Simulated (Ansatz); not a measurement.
KZr2 in Ansatz: the effect of functional

Crystal: KZr2.

```
CELL_PARAMETERS angstrom
0.00000 3.57912 3.57912
3.57912 0.00000 3.57912
3.57912 3.57912 0.00000
ATOMIC_POSITIONS crystal
K 0.00000 0.00000 0.00000
Zr 0.25000 0.25000 0.25000
Zr 0.75000 0.75000 0.75000
```

The cell was built by a generator and needn't be a form met in nature.

Alike in all runs:

| Item | Value |
| --- | --- |
| Program | Ansatz 0.2.0 |
| Task | band structure |
| Potentials or basis | Ansatz PAW |
| k mesh | 7 × 7 × 7 |
| Occupations | fermi-dirac, width 0.05 eV |
| Spin | no spin polarisation |

Question: One run gave: pressure -3.7 GPa. Which functional did it use?
A. LDA
B. RPBE
C. r2SCAN
D. PBEsol
E. revPBE

Answer: A.

```csv
functional,cutoff,pressure (GPa)
LDA,420 eV (not typed: the program's choice for these potentials),-3.7
PBE,420 eV (not typed: the program's choice for these potentials),0.0
PBEsol,420 eV (not typed: the program's choice for these potentials),-2.1
RPBE,420 eV (not typed: the program's choice for these potentials),1.5
revPBE,420 eV (not typed: the program's choice for these potentials),1.1
BLYP,420 eV (not typed: the program's choice for these potentials),1.8
r2SCAN,500 eV (not typed: the program's choice for these potentials),-0.4
```

Caveats: the PAW data sets come from PBE, with cores solved anew for the run's functional, which leaves a small shift of forces and pressure (some runs).
